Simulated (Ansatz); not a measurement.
# NiMoIrPdW (P3m1) in Ansatz: band structure with LDA

Aim: the band structure of NiMoIrPdW with LDA.

All numbers are computed with Ansatz 0.2.0; they aren't measurements. Logs are shortened: lines on timing, memory, paths and dates and some standing lists are left out, and cuts for length are marked.

### 1 The crystal as given

It takes space group P3m1 (No. 156, trigonal). The conventional cell has a = 2.770 Å, b = 2.770 Å, c = 21.881 Å, α = 90.00°, β = 90.00°, γ = 120.00°. Ni (site symmetry 3m) is surrounded by 9 Ni at 2.52 to 2.77 Å and 3 W at 2.57 Å. Ni (site symmetry 3m) has 9 Ni at 2.52 to 2.77 Å and 3 Ir at 2.62 Å as nearest neighbours. Mo (site symmetry 3m) is surrounded by 3 Ir at 2.76 Å and 6 Mo at 2.77 Å and 3 Pd at 2.80 Å. Mo (site symmetry 3m) is surrounded by 3 Ir at 2.66 Å and 6 Mo at 2.77 Å and 3 Pd at 2.82 Å. Around Pd (site symmetry 3m) lie 6 Pd at 2.77 Å and 3 W at 2.79 Å and 3 Mo at 2.80 Å. Around Pd (site symmetry 3m) lie 6 Pd at 2.77 Å and 3 W at 2.80 Å and 3 Mo at 2.82 Å. Ir (site symmetry 3m) is surrounded by 3 Mo at 2.76 Å and 6 Ir at 2.77 Å and 3 W at 2.77 Å. Around Ir (site symmetry 3m) lie 3 Ni at 2.62 Å and 3 Mo at 2.66 Å and 6 Ir at 2.77 Å.

The cell was built by a generator and needn't be a form met in nature.

### 2 Band structure, LDA, collinear spin, ferromagnetic start

Contents of input.yaml:

```yaml
crystal:
  lattice:
    - [2.77046, 0.0, 0.0]
    - [-1.38523, 2.39928, 0.0]
    - [0.0, 0.0, 21.88122]
  atoms:
    - { symbol: Ni, position: [0.33333, 0.66667, 0.04433], spin: 1.0 }
    - { symbol: Ni, position: [0.66667, 0.33333, 0.95562], spin: 1.0 }
    - { symbol: Mo, position: [0.66667, 0.33333, 0.3427], spin: 1.0 }
    - { symbol: Mo, position: [0.66667, 0.33333, 0.7632], spin: 1.0 }
    - { symbol: Pd, position: [0.33333, 0.66667, 0.44768] }
    - { symbol: Pd, position: [0.33333, 0.66667, 0.65723] }
    - { symbol: Ir, position: [0.33333, 0.66667, 0.23988], spin: 0.6 }
    - { symbol: Ir, position: [0.33333, 0.66667, 0.8605], spin: 0.6 }
    - { symbol: W, position: [0.66667, 0.33333, 0.13646] }
    - { symbol: W, position: [0.66667, 0.33333, 0.5524] }
hamiltonian:
  xc: lda
  pseudopotentials: { kind: paw }
magnetization:
  spin_polarized: true
kpoints:
  mp_grid: { grid: [11, 11, 2] }
  band_path:
    path:
      - [[0.0, 0.0, 0.0], [0.5, 0.0, 0.0], [0.3333333333, 0.3333333333, 0.0], [0.0, 0.0, 0.0], [0.0, 0.0, 0.5], [0.5, 0.0, 0.5], [0.3333333333, 0.3333333333, 0.5], [0.0, 0.0, 0.5]]
      - [[0.5, 0.0, 0.5], [0.5, 0.0, 0.0]]
      - [[0.3333333333, 0.3333333333, 0.0], [0.3333333333, 0.3333333333, 0.5]]
    npoints: 10
scf:
  occupations: { method: fermi_dirac, width: 0.05 }
  n_extra_bands: 25
output:
  forces: true
  stress: true
  eigenvalues: true
  fatbands: false
  write_density: true
  write_potential: true
  elf: true
  volumetric_format: npy
```

Potentials or basis: Ansatz PAW.

Launch:

```
$ ansatz run input.yaml --threads 8 --pin off --max-ram 20480MiB --backend cpu --events-out ev --progress --plain --runs-dir out
```

Log:

```text
Warning: the atoms were moved onto the symmetric positions of the space group found under crystal.symmetry.tolerance 1.0e-5 (fractional; no operation is sought that the atoms, as they stand in a round, miss by more than twice it, and no atom is moved by as much as it), and the run uses the moved positions. Before a round's move an operation carried an atom to 2.77e-5 Å from where it should land, the largest such distance. Atom 0 (counting from 0) moved farthest, by 1.60e-5 Å; the longest move in fractions of the cell, of whichever atom, is 0.47 of the tolerance, in 1 round. To run the atoms as typed, lower crystal.symmetry.tolerance until the operations that they miss are no longer found, or set crystal.symmetry.detect: false (a key that needs symmetry detection or time reversal refuses this as the deck is read). The positions used, in the order of the run's atom list: position: [0.3333333333333333, 0.6666666666666666, 0.04433]; position: [0.6666666666666666, 0.3333333333333333, 0.95562]; position: [0.6666666666666666, 0.3333333333333333, 0.3427]; position: [0.6666666666666666, 0.3333333333333333, 0.7632]; position: [0.3333333333333333, 0.6666666666666666, 0.44768]; position: [0.3333333333333333, 0.6666666666666666, 0.65723]; position: [0.3333333333333333, 0.6666666666666666, 0.23988]; position: [0.3333333333333333, 0.6666666666666666, 0.8605]; position: [0.6666666666666666, 0.3333333333333333, 0.13646]; position: [0.6666666666666666, 0.3333333333333333, 0.5524]; The lattice was moved too: crystal.lattice keeps the space group found at crystal.symmetry.tolerance 1.0e-5 only nearly: the operation that it misses by the most changes a squared length by the fraction 6.31e-6. The run uses the lattice that is a stretch of the typed one, with no rotation, onto the one that keeps every operation to a double's rounding (on a very oblique basis the stretch itself rounds by more); the deck's lattice vector that moved farthest moved by 5.05e-6 Å. To run the lattice as typed, set crystal.symmetry.tolerance under 6.30e-6, the least fraction by which an operation that the lattice misses changes a squared length (the same key also sets how far an atom may lie from its image, so lowering it can lose operations that the atoms keep only within it), or set crystal.symmetry.detect: false, as for the atoms. crystal.lattice made exact, in Å and degrees: [[2.770454953865881, 0.0, 0.0], [-1.3852274769329405, 2.399284370088298, 0.0], [0.0, 0.0, 21.88122]]. Pasted over the deck's crystal.lattice, beside positions in fractional coordinates, it runs the same cell (given as lengths and angles, that cell in the form's own orientation, a rigid turn of the misfit's size from the one run here, for which a checkpoint.post_process_only pass over this run's state can be refused: where this run relaxes nothing, give such a pass this deck's own crystal.lattice, as typed; behind a relaxation, as crystal.lattice, the state's own cell, identity.cell in its checkpoint.json), and a matrix so pasted ends this notice, except on a very skew basis of the lattice, where the rounding of the pasted numbers themselves can read as a misfit: the cell is then moved again, and that move is told again. The lattice as run is in this notice's lattice.as_run_ang field (Run.prep()["deck_notices"] in Python, the deck_notice line of an events file, deck_notices of ansatz run --dry-run=json, or deck_notices in record.json in the deck's checkpoint.write directory).
Warning: RAYON_NUM_THREADS=8 ignored (pool sized by the plan → 8); use --threads N
scf.n_extra_bands = 25 over 81 filled bands (N_el = 162.0): the run solves 106 bands
Engine: ansatz 0.2.0, x86_64-unknown-linux-gnu
Pseudopotentials: kind: paw
Pseudopotential: Ni, paw, valence charge 18, recommended cutoff 420 eV (normal), Ni.paw.azcp
Pseudopotential: Mo, paw, valence charge 14, recommended cutoff 420 eV (normal), Mo.paw.azcp
Pseudopotential: Pd, paw, valence charge 18, recommended cutoff 420 eV (normal), Pd.paw.azcp
Pseudopotential: Ir, paw, valence charge 17, recommended cutoff 420 eV (normal), Ir.paw.azcp
Pseudopotential: W, paw, valence charge 14, recommended cutoff 420 eV (normal), W.paw.azcp
Functional definition: SPW92
  exchange = slater_x
  correlation = pw_c
Crystal: 10 atoms, lattice volume = 145.447 Å³
Basis set: ecut = 420 eV, 2845 PW (Γ)
Bands: 106, of which v1, the nominal top of the filled ones, is band 81 counted from 1 (80 counted from 0)
Symmetry: 6 space group operations
Space group: P3m1 (ITA 156), of the structure as read, at distance tolerance 5.3e-5 Å
[... 113 lines left out ...]
  E_xc         = -1930.499010
  E_vxc        = -2174.318833  (∫ρ·V_xc dr)
  E_paw        = -51076.920347  (= ΣΔE_a)
  E_vpaw       = -2748.875963  (= ΣTr[D̂ρ^β])
  E_aug_tail   = 0.001256  (compensation charges beyond the density's cutoff)
  E_ewald      = -21030.665525
  E_core_change = 4.564851  (= ΣΔE_core)
  E_smearing   = -0.069860  (= −TS)
  E_closure    = 0.000000  (closes the sum)
  Σ components = -78507.920134   (vs F -78507.920134, Δ=0.00e0)
--- Forces (eV/Å), atoms counted from 1 ---
  atom   1  Ni    -0.00000000     0.00000000     0.12115116
  atom   2  Ni    -0.00000000     0.00000000    -0.05196788
  atom   3  Mo    -0.00000000     0.00000000    -0.11830553
  atom   4  Mo    -0.00000000     0.00000000     0.01303997
  atom   5  Pd     0.00000000     0.00000000     0.02345034
  atom   6  Pd     0.00000000     0.00000000    -0.03620108
  atom   7  Ir     0.00000000     0.00000000    -0.03053518
  atom   8  Ir     0.00000000    -0.00000000    -0.00722078
  atom   9  W     -0.00000000     0.00000000     0.07843814
  atom  10  W     -0.00000000     0.00000000     0.00814910
  max |Σ_I F_I| component: 1.75e-6 eV/Å
--- Stress (GPa, compression-positive) ---
      -14.139329       0.000000      -0.000000
        0.000000     -14.139329      -0.000000
       -0.000000      -0.000000     -15.821574
  P = ⅓ Tr σ = -14.7001 GPa (-147.001 kbar)
--- Band table (eV; the first three rows and the last of 64) ---
  k-point 0 ↑: bands = ["-81.4813", "-81.1767", "-71.8735", "-71.7790", "-64.0134", "-63.9774", "-53.2301", "-53.0798", "-42.5005", "-42.1809", "-42.1809", "-42.0548", "-41.9501", "-41.9501", "-40.1621", "-40.1372", "-29.9709", "-29.9305", "-29.5387", "-29.5387", "-29.5049", "-29.5049", "-28.6338", "-28.5931", "-28.4355", "-28.4355", "-28.3242", "-28.3242", "-17.6021", "-17.4552", "-16.8065", "-16.8065", "-16.6941", "-16.6941", "-14.3858", "-14.3659", "-13.5939", "-13.5939", "-13.5533", "-13.5533", "11.4554", "11.7684", "12.4624", "13.1695", "14.1582", "14.3735", "14.5669", "14.9363", "15.1027", "16.0906", "17.2447", "17.4169", "17.4169", "17.4462", "17.4462", "17.5177", "17.5177", "17.6044", "17.6044", "17.6567", "18.1352", "18.4049", "18.4049", "18.5257", "18.5257", "18.5948", "18.7692", "18.7692", "18.8877", "18.8877", "18.8901", "19.1345", "19.1345", "19.1424", "19.2451", "19.2451", "19.3845", "19.7303", "19.7303", "20.1096", "20.1096", "20.1727", "20.3863", "20.4229", "20.4229", "20.6789", "20.6789", "21.0692", "21.0692", "21.1980", "21.1980", "21.5918", "23.1623", "23.1623", "23.2269", "23.2269", "23.8124", "23.8124", "24.0239", "24.0239", "29.2777", "30.5904", "31.3218", "33.1943", "33.9327", "34.0963"]
  k-point 1 ↑: bands = ["-81.4813", "-81.1767", "-71.8735", "-71.7790", "-64.0134", "-63.9774", "-53.2301", "-53.0798", "-42.5005", "-42.1809", "-42.1809", "-42.0548", "-41.9501", "-41.9501", "-40.1621", "-40.1372", "-29.9709", "-29.9305", "-29.5387", "-29.5387", "-29.5049", "-29.5049", "-28.6338", "-28.5931", "-28.4355", "-28.4355", "-28.3242", "-28.3242", "-17.6021", "-17.4552", "-16.8065", "-16.8065", "-16.6941", "-16.6941", "-14.3858", "-14.3659", "-13.5939", "-13.5939", "-13.5533", "-13.5533", "11.4589", "11.7583", "12.4844", "13.1405", "14.1738", "14.3791", "14.5649", "14.9774", "15.0612", "16.0738", "17.2255", "17.4171", "17.4171", "17.4458", "17.4458", "17.5180", "17.5180", "17.6043", "17.6043", "17.7194", "18.1036", "18.4042", "18.4042", "18.5271", "18.5271", "18.5942", "18.7692", "18.7692", "18.8710", "18.8860", "18.8860", "19.1349", "19.1349", "19.2462", "19.2462", "19.3619", "19.3839", "19.6491", "19.7325", "19.7325", "20.0952", "20.0952", "20.4590", "20.4590", "20.6460", "20.6460", "20.8480", "21.0870", "21.0870", "21.1887", "21.1887", "21.4498", "23.1622", "23.1622", "23.2270", "23.2270", "23.8124", "23.8124", "24.0239", "24.0239", "29.6195", "29.8776", "31.9683", "32.9383", "33.9631", "34.1040"]
  k-point 2 ↑: bands = ["-81.4809", "-81.1763", "-71.8709", "-71.7764", "-64.0108", "-63.9747", "-53.2220", "-53.0716", "-42.4999", "-42.1854", "-42.1820", "-42.0541", "-41.9541", "-41.9511", "-40.1471", "-40.1223", "-29.9678", "-29.9273", "-29.5624", "-29.5445", "-29.5286", "-29.5107", "-28.6286", "-28.5877", "-28.4752", "-28.4451", "-28.3640", "-28.3338", "-17.5888", "-17.4415", "-16.9030", "-16.8285", "-16.7917", "-16.7163", "-14.3712", "-14.3512", "-13.6949", "-13.6537", "-13.6168", "-13.5760", "11.7673", "12.0711", "12.7704", "13.4585", "14.4026", "14.6103", "14.8406", "15.1546", "15.3368", "16.2122", "17.0548", "17.2408", "17.3350", "17.3593", "17.4320", "17.6034", "17.6357", "17.6581", "17.7079", "17.8396", "17.8636", "18.0664", "18.2381", "18.3839", "18.4157", "18.4289", "18.4973", "18.6121", "18.7767", "18.8838", "18.9546", "18.9716", "19.1356", "19.2620", "19.3222", "19.3966", "19.5005", "19.7176", "19.8080", "19.9862", "20.0296", "20.1952", "20.2340", "20.3517", "20.5179", "20.6522", "20.8649", "20.9137", "21.1258", "21.1737", "21.3534", "21.7622", "23.1277", "23.2165", "23.4020", "23.6939", "23.7413", "23.9770", "24.1698", "24.6279", "29.2895", "30.7454", "31.4144", "33.4622", "34.5217", "34.7071"]
  k-point 31 ↓: bands = ["-81.4755", "-81.1712", "-71.8368", "-71.7424", "-63.9763", "-63.9402", "-53.1155", "-52.9639", "-42.4915", "-42.2248", "-42.2134", "-42.0470", "-41.9892", "-41.9798", "-39.9470", "-39.9239", "-29.9268", "-29.8864", "-29.7720", "-29.7381", "-29.7152", "-29.6814", "-28.8218", "-28.7281", "-28.7113", "-28.6173", "-28.5614", "-28.5173", "-17.7133", "-17.6103", "-17.4930", "-17.4128", "-17.3877", "-17.2608", "-14.5479", "-14.5028", "-14.3153", "-14.2711", "-14.1783", "-14.1571", "15.4625", "15.5046", "15.7235", "15.8003", "15.9259", "16.0643", "16.2256", "16.2818", "16.3689", "16.4416", "16.5215", "16.5946", "16.6416", "16.7256", "16.7870", "16.8474", "17.1155", "17.2458", "17.4116", "17.4483", "17.5715", "17.5912", "18.0195", "18.3734", "18.5059", "18.8695", "18.9151", "18.9600", "18.9985", "19.0181", "19.6640", "19.8275", "19.8457", "20.0177", "20.1873", "20.4167", "20.5192", "20.5785", "20.8279", "20.8812", "21.2342", "21.2468", "21.7555", "21.8743", "22.1029", "22.2232", "22.4016", "22.6780", "22.9480", "23.2373", "24.1963", "25.1464", "26.2482", "26.4561", "26.7721", "26.9436", "27.0938", "27.2686", "27.5603", "27.6964", "28.2010", "29.0165", "29.0987", "29.2370", "29.6201", "29.8833"]
```

Run time: 1.7 min. Hardware: 8 threads of AMD EPYC 7R43 (Zen 3), shared host; peak memory 2.1 GiB.

What came out:

| Item | Value |
| --- | --- |
| Free energy | -78507.9201 eV |
| Pressure | -14.7 GPa |
| Largest force | 0.121 eV/Å |
| Band gap on the k mesh | none (metal or under the smearing width) |
| Net moment | 0.00 μB per cell |
| Absolute moment | 0.00 μB per cell |

Forces on the atoms (eV/Å):
```
Ni   0.000  0.000  0.121
Ni   0.000  0.000 -0.052
Mo   0.000  0.000 -0.118
Mo   0.000  0.000  0.013
Pd   0.000  0.000  0.023
Pd   0.000  0.000 -0.036
Ir   0.000  0.000 -0.031
Ir   0.000  0.000 -0.007
W    0.000  0.000  0.078
W    0.000  0.000  0.008
```

Stress tensor (GPa, compression positive):
```
-14.14   0.00   0.00
  0.00 -14.14   0.00
  0.00   0.00 -15.82
```

Levels at the corners of the path, in eV from the Fermi level:
Spin up:
```tsv
point	band 76	band 77	band 78	band 79	band 80	band 81	band 82	band 83
Γ	-1.52	-1.38	-1.04	-1.04	-0.66	-0.66	-0.59	-0.38
M	-0.23	-0.14	-0.07	0.47	0.94	0.98	1.33	1.37
K	-0.45	-0.26	-0.17	-0.06	0.28	0.31	0.38	0.82
Γ	-1.52	-1.38	-1.04	-1.04	-0.66	-0.66	-0.59	-0.38
A	-1.41	-1.38	-1.12	-1.03	-1.03	-0.67	-0.67	-0.31
L	-0.43	-0.23	0.32	0.70	0.88	0.95	0.98	1.38
H	-0.44	-0.26	-0.06	-0.05	0.15	0.28	0.31	0.93
A	-1.41	-1.38	-1.12	-1.03	-1.03	-0.67	-0.67	-0.31
L	-0.43	-0.23	0.32	0.70	0.88	0.95	0.98	1.38
M	-0.23	-0.14	-0.07	0.47	0.94	0.98	1.33	1.37
K	-0.45	-0.26	-0.17	-0.06	0.28	0.31	0.38	0.82
H	-0.44	-0.26	-0.06	-0.05	0.15	0.28	0.31	0.93
```
Spin down:
| point | band 75 | band 76 | band 77 | band 78 | band 79 | band 80 | band 81 | band 82 | band 83 | band 84 |
| --- | --- | --- | --- | --- | --- | --- | --- | --- | --- | --- |
| Γ | -1.52 | -1.52 | -1.38 | -1.04 | -1.04 | -0.66 | -0.66 | -0.59 | -0.38 | -0.34 |
| M | -0.43 | -0.23 | -0.14 | -0.07 | 0.47 | 0.94 | 0.98 | 1.33 | 1.37 | 1.60 |
| K | -0.50 | -0.45 | -0.26 | -0.17 | -0.06 | 0.28 | 0.31 | 0.38 | 0.82 | 0.93 |
| Γ | -1.52 | -1.52 | -1.38 | -1.04 | -1.04 | -0.66 | -0.66 | -0.59 | -0.38 | -0.34 |
| A | -1.52 | -1.41 | -1.38 | -1.12 | -1.03 | -1.03 | -0.67 | -0.67 | -0.31 | -0.31 |
| L | -0.48 | -0.43 | -0.23 | 0.32 | 0.70 | 0.88 | 0.95 | 0.98 | 1.38 | 1.59 |
| H | -0.51 | -0.44 | -0.26 | -0.06 | -0.05 | 0.15 | 0.28 | 0.31 | 0.93 | 1.03 |
| A | -1.52 | -1.41 | -1.38 | -1.12 | -1.03 | -1.03 | -0.67 | -0.67 | -0.31 | -0.31 |
| L | -0.48 | -0.43 | -0.23 | 0.32 | 0.70 | 0.88 | 0.95 | 0.98 | 1.38 | 1.59 |
| M | -0.43 | -0.23 | -0.14 | -0.07 | 0.47 | 0.94 | 0.98 | 1.33 | 1.37 | 1.60 |
| K | -0.50 | -0.45 | -0.26 | -0.17 | -0.06 | 0.28 | 0.31 | 0.38 | 0.82 | 0.93 |
| H | -0.51 | -0.44 | -0.26 | -0.06 | -0.05 | 0.15 | 0.28 | 0.31 | 0.93 | 1.03 |

Caveat: spin-orbit coupling is left out, which moves the levels of the heavy elements; the PAW data sets come from PBE, with cores solved anew for the run's functional, which leaves a small shift of forces and pressure; the starting moments weren't kept.
